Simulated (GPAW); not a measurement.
Co3Ir: band structure with PBEsol

Crystal: Co3Ir.

```
Ir Co
1.0
     3.58256    0.00000    0.00000
     0.00000    3.58256    0.00000
     0.00000    0.00000    3.58256
Ir Co
1 3
Direct
  0.00000 0.00000 0.00000
  0.50000 0.50000 0.00000
  0.50000 0.00000 0.50000
  0.00000 0.50000 0.50000
```

The cell comes from a database or a generator and needn't be the stable form of this composition.

```yaml
Program: GPAW 26.7.0
Task: band structure
Functional: PBEsol
Potentials_or_basis: PAW data sets generated in the run's folder for this functional
Cutoff: 600 eV
Basis: pw
k_mesh: 6 × 6 × 6
Occupations: fermi-dirac, width 0.05 eV
Spin: collinear spin, ferromagnetic start
Starting_moments: "[0.6, 2.0, 2.0, 2.0] μB"
Maxiter: 150
Band_path: GXMGRX,MR
Band_points: 60
```

| Property | Result |
| --- | --- |
| Pressure | -6.1 GPa |
| Band gap along the path | none (metal or under the smearing width) |
| Net moment | 3.87 μB per cell |
| Site moments | Ir +0.33; Co +1.22 μB |

Levels at the corners of the path, in eV from the Fermi level:
Spin up:
```csv
point,band 20,band 21,band 22,band 23,band 24,band 25,band 26,band 27
Γ,0.19,0.19,0.92,0.92,0.92,2.32,2.32,2.32
X,-1.41,-1.07,-0.97,-0.47,-0.38,0.87,7.96,7.96
M,-1.49,-1.37,-1.01,-1.01,1.05,1.05,1.99,3.06
Γ,0.19,0.19,0.92,0.92,0.92,2.32,2.32,2.32
R,-0.31,-0.31,-0.31,0.15,0.15,0.15,0.32,0.32
X,-1.41,-1.07,-0.97,-0.47,-0.38,0.87,7.96,7.96
M,-1.49,-1.37,-1.01,-1.01,1.05,1.05,1.99,3.06
R,-0.31,-0.31,-0.31,0.15,0.15,0.15,0.32,0.32
```
Spin down:
| point | band 17 | band 18 | band 19 | band 20 | band 21 | band 22 |
| --- | --- | --- | --- | --- | --- | --- |
| Γ | 1.06 | 1.06 | 1.06 | 1.25 | 1.25 | 1.71 |
| X | -0.45 | -0.39 | -0.39 | -0.30 | -0.19 | 0.34 |
| M | -0.64 | -0.61 | -0.61 | -0.40 | -0.03 | 0.01 |
| Γ | 1.06 | 1.06 | 1.06 | 1.25 | 1.25 | 1.71 |
| R | -0.28 | -0.28 | -0.28 | 0.82 | 0.82 | 0.82 |
| X | -0.45 | -0.39 | -0.39 | -0.30 | -0.19 | 0.34 |
| M | -0.64 | -0.61 | -0.61 | -0.40 | -0.03 | 0.01 |
| R | -0.28 | -0.28 | -0.28 | 0.82 | 0.82 | 0.82 |

Wall time 3.3 min on 1 thread of Intel(R) Xeon(R) Platinum 8488C (Sapphire Rapids) (shared host), peak memory 0.43 GiB.

Caveat: spin-orbit coupling is left out, which moves the levels of the heavy elements.
